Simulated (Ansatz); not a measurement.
# TaW: squeezing one contact

Aim: change the length of one contact in TaW (Ta1–W2) by moving its two atoms, all else held, and follow energy and force. The runs shown use LAPW and crystal datasets. Companion runs by PAW are cited. Its runs: the reference run (LAPW); shortest bond scaled by 1 (crystal datasets); shortest bond scaled by 0.94 (LAPW and crystal datasets).

Program: Ansatz 0.2.0. Level of theory: DFT PBEsol, with the methods named in each step. These are calculated values, not measurements.

5 further runs of the same task are left out: 5 that didn't finish.

## 1. The starting structure

The structure is orthorhombic, space group Cmmm (No. 65). The conventional cell has a = 3.228 Å, b = 4.614 Å, c = 4.521 Å, α = 90.00°, β = 90.00°, γ = 90.00°. Around Ta (site symmetry mmm) lie 4 W at 2.78 Å and 4 Ta at 2.82 Å. Around W (site symmetry mmm) lie 4 Ta at 2.78 Å and 4 W at 2.82 Å.

Structure file:

```
Ta W
1.0
     1.61413   -2.30703    0.00000
     1.61413    2.30703    0.00000
     0.00000    0.00000    4.52140
Ta W
1 1
Direct
  0.00000 0.00000 0.00000
  0.50000 0.50000 0.50000
```

Atoms are numbered in the order of the input: Ta1, W2.

## 2. The bond as given, LAPW

input.yaml reads:

```yaml
crystal:
  lattice:
    - [1.61412879, -2.3070255, 0.0]
    - [1.61412879, 2.3070255, 0.0]
    - [0.0, 0.0, 4.52139841]
  atoms:
    - { symbol: Ta, position: [0.0, 0.0, 0.0] }
    - { symbol: W, position: [0.5, 0.5, 0.5] }
kpoints:
  mp_grid: { grid: [11, 11, 7] }
scf:
  occupations: { method: fermi_dirac, width: 0.05 }
hamiltonian:
  xc: pbesol
  pseudopotentials: { kind: all_electron, lapw: { basis_error: 0.001 } }
output:
  forces: true
  stress: true
  eigenvalues: true
  populations: true
```

On the command line:

```bash
ansatz run input.yaml --threads 1 --pin off --max-ram 2048MiB --backend cpu --events-out ev --progress --plain --runs-dir out
```

Output, cut to the lines that bear on the results:

```text
Ta: projections on atomic orbitals take those of the free atom 1s2 2s2 2p6 3s2 3p6 3d10 4s2 4p6 4d10 4f14 5s2 5p6 5d3 6s2, of charge +0.00 (hamiltonian.pseudopotentials.projection_atoms)
W: projections on atomic orbitals take those of the free atom 1s2 2s2 2p6 3s2 3p6 3d10 4s2 4p6 4d10 4f14 5s2 5p6 5d4 6s2, of charge +0.00 (hamiltonian.pseudopotentials.projection_atoms)
LAPW: plane waves up to 8.564 Å⁻¹, error target 1.0e-3 eV per atom; small_component_spin mean_spin; Ta in spheres of 1.395 Å, 43 of its electrons in bands, Dirac shells []; W in spheres of 1.382 Å, 44 of its electrons in bands, Dirac shells []
[...]
Pseudopotentials: kind: all_electron
Pseudopotential: Ta, LAPW, valence charge 43, Koelling and Harmon's equation, gaussian nucleus
Pseudopotential: W, LAPW, valence charge 44, Koelling and Harmon's equation, gaussian nucleus
Functional definition: PBEsol
[...]
Crystal: 2 atoms, lattice volume = 33.674 Å³
Basis set: ecut = 279.46353989606934 eV, 355 PW (Γ), exchange–correlation at level 2
Bands: 53, of which v1, the nominal top of the filled ones, is band 44 counted from 1 (43 counted from 0)
Symmetry: 8 space group operations
Space group: Cmmm (ITA 65), of the structure as read, at distance tolerance 3.2e-5 Å
k-points: 144 of 847
[...]
SCF iter   1: F=—  HF=-863517.875061 eV  |F-HF|=—  |Δ(HF+E_count)|=         —  Δρ=3.19e-2  dr2=2.69e-1  ethr=3.08e-4  ⟨swp⟩=2.9  Hψ=45971  notcnv=0
[...]
the basis was enlarged: its passes take 611.5 KiB over the memory plan, 1 of 1 planned eigensolver slots
[...]
SCF iter  11: F=-863517.497850 eV  HF=-863517.497850 eV  |F-HF|=2.70e-8  |Δ(HF+E_count)|=   2.27e-8  Δρ=5.21e-6  dr2=3.00e-8  ethr=1.80e-10  ⟨swp⟩=2.0  Hψ=22422  notcnv=0
[...]
SCF converged after 11 iterations
Free energy (F): -863517.497850 eV
[...]
E sigma→0 (E₀):  -863517.491377 eV
Entropy (-TS):   -0.012946 eV (-6.473 meV/atom)
Fermi energy:    26.500153 eV
[...]
--- Forces (eV/Å), atoms counted from 1 ---
  atom   1  Ta     0.00000000     0.00000000     0.00000000
  atom   2  W      0.00000000     0.00000000     0.00000000
[...]
--- Stress (GPa, compression-positive) ---
       -5.284791       0.000000       0.000000
        0.000000      -5.530111       0.000000
        0.000000       0.000000      -4.876055
  P = ⅓ Tr σ = -5.2303 GPa (-52.303 kbar)
--- Band table (eV; the first three rows and the last of 144) ---
[...]
--- Löwdin populations: 2 sites ---
  site symbol       q [e]
     0     Ta     72.9568
     1      W     73.8561
  spilling = 0.001273 (of n_electrons = 147.000000)
```

It took 1.7 min on 1 thread of Arm Neoverse V1, shared host; peak memory 0.8 GiB.

This run gives: pressure -5.23 GPa; no gap.

## 3. Shortest bond scaled by 1, crystal datasets

input.yaml, as its differences from that of step 2:

```diff
@@ -14,3 +14,3 @@
   xc: pbesol
-  pseudopotentials: { kind: all_electron, lapw: { basis_error: 0.001 } }
+  pseudopotentials: { kind: all_electron, datasets: crystal }
 output:
@@ -19,2 +19,2 @@
   eigenvalues: true
-  populations: true
+  efg: { contact_densities: true }
```

On the command line:

```bash
ansatz run input.yaml --threads 1 --pin off --max-ram 2048MiB --backend cpu --events-out ev --progress --plain --runs-dir out
```

Output, cut to the lines that bear on the results:

```text
[...]
band count auto-derived: 35 (N_el = 55.0; filled up to band 28; 33 by the electrons, moments and atoms)
Ta, W: output.efg is read without spin–orbit coupling, which moves field gradients at and beside such atoms by some per cent and up to a factor of two; PAW files take it under magnetization.noncollinear and magnetization.spin_orbit
[...]
[... 1 set-up line as earlier in the session ...]
Pseudopotential: Ta, paw, valence charge 27, recommended cutoff 460 eV (normal), Koelling and Harmon's equation, gaussian nucleus
Pseudopotential: W, paw, valence charge 28, recommended cutoff 460 eV (normal), Koelling and Harmon's equation, gaussian nucleus
[... 1 set-up line as earlier in the session ...]
[...]
Crystal: 2 atoms, lattice volume = 33.674 Å³
Basis set: ecut = 460 eV, 759 PW (Γ), exchange–correlation on 40×40×64 points (8 copies of the dense FFT grid, shifted against one another)
[...]
Fermi energy:    26.500144 eV
[...]
  The terms above E_closure are by the made datasets' own strengths, without shells solved beside the bands.
--- Forces (eV/Å), atoms counted from 1 ---
  atom   1  Ta     0.00000000     0.00000000     0.00000000
  atom   2  W     -0.00000000     0.00000000     0.00000000
[...]
--- Stress (GPa, compression-positive) ---
       -5.284945       0.000000       0.000000
        0.000000      -5.531064       0.000000
        0.000000       0.000000      -4.875913
  P = ⅓ Tr σ = -5.2306 GPa (-52.306 kbar)
--- PAW observables at the nuclei: V_zz in 10²¹ V/m², potentials from the cell's mean, atoms counted from 1 ---
  atom   1  Ta V_zz =    +6.708033   η = 0.1899   by run symmetry: allowed
            electrostatic potential = -14500.789914 V   contact ρ = 8140270.655079 e/Å³
  atom   2  W  V_zz =    -5.694947   η = 0.2664   by run symmetry: allowed
            electrostatic potential = -14816.827569 V   contact ρ = 8806507.674212 e/Å³
--- Band table (eV; the first three rows and the last of 144) ---
[...]
```

Wall time 58 s (1 thread of Arm Neoverse V1, shared host); peak memory 1.1 GiB.

This run gives: pressure -5.23 GPa; no gap; Vzz Ta1 6.71 (η = 0.19), W2 -5.69 (η = 0.27) (10²¹ V/m²).

## 4. Shortest bond scaled by 0.94, LAPW

input.yaml reads:

```yaml
crystal:
  lattice:
    - [1.61412879, -2.3070255, 0.0]
    - [1.61412879, 2.3070255, 0.0]
    - [0.0, 0.0, 4.52139841]
  atoms:
    - { symbol: Ta, position: [-0.015, -0.015, -0.015] }
    - { symbol: W, position: [0.515, 0.515, 0.515] }
kpoints:
  mp_grid: { grid: [11, 11, 7] }
scf:
  occupations: { method: fermi_dirac, width: 0.05 }
hamiltonian:
  xc: pbesol
  pseudopotentials: { kind: all_electron, lapw: { basis_error: 0.001 } }
output:
  forces: true
  stress: true
  eigenvalues: true
  populations: true
```

On the command line:

```bash
ansatz run input.yaml --threads 1 --pin off --max-ram 2048MiB --backend cpu --events-out ev --progress --plain --runs-dir out
```

Output, cut to the lines that bear on the results:

```text
Ta: projections on atomic orbitals take those of the free atom 1s2 2s2 2p6 3s2 3p6 3d10 4s2 4p6 4d10 4f14 5s2 5p6 5d3 6s2, of charge +0.00 (hamiltonian.pseudopotentials.projection_atoms)
W: projections on atomic orbitals take those of the free atom 1s2 2s2 2p6 3s2 3p6 3d10 4s2 4p6 4d10 4f14 5s2 5p6 5d4 6s2, of charge +0.00 (hamiltonian.pseudopotentials.projection_atoms)
LAPW: plane waves up to 9.296 Å⁻¹, error target 1.0e-3 eV per atom; small_component_spin mean_spin; Ta in spheres of 1.311 Å, 43 of its electrons in bands, Dirac shells []; W in spheres of 1.300 Å, 44 of its electrons in bands, Dirac shells []
[...]
[... 4 set-up lines as earlier in the session ...]
[...]
SCF iter  11: F=-863517.348116 eV  HF=-863517.348116 eV  |F-HF|=1.72e-8  |Δ(HF+E_count)|=   2.90e-8  Δρ=5.72e-6  dr2=1.70e-8  ethr=3.02e-10  ⟨swp⟩=2.0  Hψ=36445  notcnv=0
[...]
SCF converged after 11 iterations
Free energy (F): -863517.348116 eV
[...]
E sigma→0 (E₀):  -863517.342312 eV
Entropy (-TS):   -0.011608 eV (-5.804 meV/atom)
Fermi energy:    26.537145 eV
[...]
--- Forces (eV/Å), atoms counted from 1 ---
  atom   1  Ta     0.89228930     0.00000000     1.59392696
  atom   2  W     -0.89228626     0.00000000    -1.59395161
[...]
--- Stress (GPa, compression-positive) ---
       -2.375108       0.000000       1.430709
        0.000000      -3.674692       0.000000
        1.430709       0.000000      -1.506297
  P = ⅓ Tr σ = -2.5187 GPa (-25.187 kbar)
--- Band table (eV; the first three rows and the last of 234) ---
[...]
--- Löwdin populations: 2 sites ---
  site symbol       q [e]
     0     Ta     72.9567
     1      W     73.8567
  spilling = 0.001270 (of n_electrons = 147.000000)
```

Wall time 5.7 min (1 thread of Arm Neoverse V1, shared host); peak memory 1 GiB.

Result: pressure -2.52 GPa; no gap; largest force 1.827 eV/Å.

## 5. Shortest bond scaled by 0.94, crystal datasets

input.yaml, as its differences from that of step 4:

```diff
@@ -14,3 +14,3 @@
   xc: pbesol
-  pseudopotentials: { kind: all_electron, lapw: { basis_error: 0.001 } }
+  pseudopotentials: { kind: all_electron, datasets: crystal }
 output:
@@ -19,2 +19,2 @@
   eigenvalues: true
-  populations: true
+  efg: { contact_densities: true }
```

On the command line:

```bash
ansatz run input.yaml --threads 1 --pin off --max-ram 2048MiB --backend cpu --events-out ev --progress --plain --runs-dir out
```

Output, cut to the lines that bear on the results:

```text
[...]
band count auto-derived: 35 (N_el = 55.0; filled up to band 28; 33 by the electrons, moments and atoms)
Ta, W: output.efg is read without spin–orbit coupling, which moves field gradients at and beside such atoms by some per cent and up to a factor of two; PAW files take it under magnetization.noncollinear and magnetization.spin_orbit
[...]
[... 1 set-up line as earlier in the session ...]
Pseudopotential: Ta, paw, valence charge 27, recommended cutoff 480 eV (normal), Koelling and Harmon's equation, gaussian nucleus
Pseudopotential: W, paw, valence charge 28, recommended cutoff 480 eV (normal), Koelling and Harmon's equation, gaussian nucleus
[... 1 set-up line as earlier in the session ...]
[...]
Crystal: 2 atoms, lattice volume = 33.674 Å³
Basis set: ecut = 480 eV, 785 PW (Γ), exchange–correlation on 48×48×72 points (8 copies of the dense FFT grid, shifted against one another)
Bands: 35, of which v1, the nominal top of the filled ones, is band 28 counted from 1 (27 counted from 0)
[...]
WARN: these bands are not tested for levels that they lack, and near the highest can lack one: the memory that the run is held to, or that of a device that it solves on, left no room for the test
[...]
In the spheres:  the bands' charges fall short by 3.0e-7 e at most (sound up to 1e-3)
Fermi energy:    26.537120 eV
[...]
  The terms above E_closure are by the made datasets' own strengths, without shells solved beside the bands.
--- Forces (eV/Å), atoms counted from 1 ---
  atom   1  Ta     0.89232551     0.00000000     1.59375617
  atom   2  W     -0.89229666     0.00000000    -1.59375934
[...]
--- Stress (GPa, compression-positive) ---
       -2.378268       0.000000       1.431346
        0.000000      -3.678748       0.000000
        1.431346       0.000000      -1.508922
  P = ⅓ Tr σ = -2.5220 GPa (-25.220 kbar)
--- PAW observables at the nuclei: V_zz in 10²¹ V/m², potentials from the cell's mean, atoms counted from 1 ---
  atom   1  Ta V_zz =    +5.993209   η = 0.1215   by run symmetry: allowed
            electrostatic potential = -14500.802833 V   contact ρ = 8140274.338645 e/Å³
  atom   2  W  V_zz =    -6.472778   η = 0.6486   by run symmetry: allowed
            electrostatic potential = -14816.855620 V   contact ρ = 8806510.574719 e/Å³
--- Band table (eV; the first three rows and the last of 234) ---
[...]
```

Wall time 2.9 min (1 thread of Arm Neoverse V1, shared host); peak memory 1.6 GiB.

This run gives: pressure -2.52 GPa; largest force 1.827 eV/Å; Vzz Ta1 5.99 (η = 0.12), W2 -6.47 (η = 0.65) (10²¹ V/m²).

## 6. The series in one table

The PAW rows are taken from companion runs at the same settings.

Force along the bond: half the difference of the two atoms' forces, positive where it pushes them apart.

```
          method  length (Å)  F from the given length (eV/cell)  force along the bond (eV/Å)  pressure (GPa)  largest force (eV/Å)
            LAPW       2.611                              0.150                        1.816           -2.52                 1.827
            LAPW       2.778                              0.000                        0.000           -5.23                 0.000
             PAW       1.611                             18.285                       76.197          224.34                76.268
             PAW       1.778                              9.662                       33.886          117.35                34.033
             PAW       2.111                              3.073                       11.203           40.44                11.355
             PAW       2.611                              0.150                        1.817           -2.47                 1.828
             PAW       2.778                              0.000                        0.000           -5.20                 0.000
crystal datasets       2.611                                  –                        1.816           -2.52                 1.827
crystal datasets       2.778                                  –                        0.000           -5.23                 0.000
```

## 7. Results

| quantity | value |
| --- | --- |
| force along the bond, positive apart, at 2.611 Å (LAPW) | 1.82 eV/Å |
| force along the bond, positive apart, at 2.611 Å (PAW) | 1.82 eV/Å |
| force along the bond, positive apart, at 2.611 Å (crystal datasets) | 1.82 eV/Å |

**Reading.** At 2.61 Å the force along the bond is 1.82 eV/Å by LAPW, and the energy stands 0.15 eV over the given length. With two atoms in the cell whole sublattices move, so the other contacts between the two sublattices change too; at scales over 1 some of them become the shortest. PAW's force differs from LAPW's by at most 1 meV/Å, at 2.61 Å. Spin-orbit coupling is left out, though the cell holds W; in elements this heavy it can shift bands and gaps by tenths of an eV.
